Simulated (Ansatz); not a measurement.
# CH₄AlF₂N, SMILES N[CH2][Al]([F])[F]: a ladder of methods at one geometry

Program: Ansatz 0.2.0, Python API.

Run as a notebook:

**Cell 1**
```python
from pathlib import Path
import warnings

import ansatz
import numpy as np
```

**Cell 2**
```python
warnings.simplefilter("ignore", ansatz.DeckWarning)
```

**Cell 3**
```python
geometry = (
    ansatz.Crystal.molecule()
    .atom("N", (-1.1892, -0.0037, 0.9228))
    .atom("C", (0.1569, -0.3348, 0.7263))
    .atom("Al", (0.8004, 0.1397, -1.1206))
    .atom("F", (0.1186, -0.5594, -2.566))
    .atom("F", (2.2176, 1.2696, -1.3117))
    .atom("H", (-1.3326, 1.0863, 0.7494))
    .atom("H", (-1.785, -0.4452, 0.19))
    .atom("H", (0.824, 0.2104, 1.4734))
    .atom("H", (0.2778, -1.4093, 0.9192))
)
```

**Cell 4**
```python
base = geometry.calculation().basis(gaussian="cc-pVDZ")

print("functional    E (Ha)        dipole (D)   HOMO (eV)  LUMO (eV)")
for name in ["hf", "lda", "pbe", "r2scan0"]:
    rep = base.functional(name).forces().orbitals().run(runs_dir="runs").report
    lines = Path(rep["orbitals_path"]).read_text().splitlines()
    field_of = lambda key: [line.split("=")[1].strip() for line in lines if line.startswith(key)]
    orbitals = [(27.211386 * float(e), s, float(n)) for e, s, n in zip(field_of("Ene="), field_of("Spin="), field_of("Occup="))]
    homo = max(e for e, _, n in orbitals if n > 0.5)
    lumo = min(e for e, _, n in orbitals if n < 0.5)
    dipole = 4.803205 * np.linalg.norm(rep["charge_distribution"]["dipole_moment_e_ang"])
    print(f"{name:10s} {rep['free_energy_ev'] / 27.211386246:14.6f} {dipole:9.3f} {homo:11.3f} {lumo:10.3f}")
```
Output:
```text
functional    E (Ha)        dipole (D)   HOMO (eV)  LUMO (eV)
hf            -535.556140     2.118      -9.907      1.499
lda           -534.334042     2.501      -5.346     -2.419
pbe           -537.050903     2.423      -5.249     -2.189
r2scan0       -537.291835     2.254      -6.771     -1.196
```

Notes:
- The settings weren't tested for convergence.
- The geometry is a force-field or estimated start, not a minimum of this method, and the basis set is short of its limit. A lower total doesn't mark the better method: functionals have no common bound, and MP2 and coupled cluster aren't variational.
- Levels such as HOMO and LUMO are orbital energies: with these approximate functionals they aren't the ionisation energy and electron affinity, and their gap isn't the fundamental gap.
- For Al to Cl the sets with a tight d function, cc-pV(X+d)Z, are usual.
- Run time: 9.6 s on 1 thread of Intel(R) Xeon(R) Platinum 8488C (Sapphire Rapids), on a shared host, peak memory 0.27 GiB.

(Lines on the test bed's own set-up are left out of the output.)
